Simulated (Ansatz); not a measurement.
Consider the interaction energy of a dimer with the counterpoise correction of H₃NSSi, SMILES N[Si]S (Ansatz 0.2.0 through its Python package).

Script `h3nssi_dimer.py`:
```python
import ansatz as az

BASIS_SET = 'def2-SVP'
LEVEL = 'mp2'

FIRST = [
    ('N', (-1.14, 0.0461, -0.749)),
    ('Si', (-0.3029, -0.9637, 0.2367)),
    ('S', (1.3559, 0.232, 0.7652)),
    ('H', (-1.3224, 0.9564, -0.249)),
    ('H', (-0.5958, 0.3919, -1.5502)),
    ('H', (2.0054, -0.6625, 1.5463)),
]
SECOND = [
    ('N', (-2.7415, -0.8698, 2.9544)),
    ('Si', (-4.0984, 0.0163, 3.2109)),
    ('S', (-5.5326, -1.4917, 3.5709)),
    ('H', (-2.5853, -1.5201, 3.7697)),
    ('H', (-2.8308, -1.5581, 2.1955)),
    ('H', (-6.6156, -0.6989, 3.7457)),
]

def energy(atoms, ghosts=()):
    molecule = az.Crystal.molecule()
    for symbol, xyz in atoms:
        molecule = molecule.atom(symbol, xyz)
    calc = (
        molecule.calculation()
        .basis(gaussian=BASIS_SET)
        .correlation(LEVEL)
        .scf(lower_state_search='standard')
    )
    deck = calc.input()
    if ghosts:
        deck = deck.set(az.key.basis.gaussian.ghost_atoms, [{'symbol': s, 'position_ang': list(xyz)} for s, xyz in ghosts])
    return az.Session.from_dict(deck).plan().execute().report['free_energy_ev']


def main() -> None:
    both = energy(FIRST + SECOND)
    alone = energy(FIRST) + energy(SECOND)
    ghosted = energy(FIRST, SECOND) + energy(SECOND, FIRST)
    print(f'dimer {both:.6f} eV')
    print(f'interaction, uncorrected   {23.060548 * (both - alone):8.3f} kcal/mol')
    print(f'interaction, counterpoise  {23.060548 * (both - ghosted):8.3f} kcal/mol')
    print(f'basis-set superposition    {23.060548 * (alone - ghosted):8.3f} kcal/mol')


if __name__ == '__main__':
    main()
```

How large is the interaction at this pose, and how much of it is basis-set superposition?

Uncorrected it is -3.332 kcal/mol, with the counterpoise correction -1.727 kcal/mol; the difference, 1.60 kcal/mol, is the superposition error.

The output:

Running `python h3nssi_dimer.py` prints:
```text
dimer -40423.967041 eV
interaction, uncorrected     -3.332 kcal/mol
interaction, counterpoise    -1.727 kcal/mol
basis-set superposition       1.605 kcal/mol
```

These settings explore the input space; basis and method may be short of convergence. The dimer is a generated trial pose of unrelaxed monomers, not a minimum, so the figure is no binding energy, and the basis set is small. It ran for 10 s on 1 thread of Intel(R) Xeon(R) Platinum 8375C CPU @ 2.90GHz (Ice Lake), with other jobs on the host, peak memory 0.4 GiB.

(Lines on the test bed's own set-up are left out of the output.)
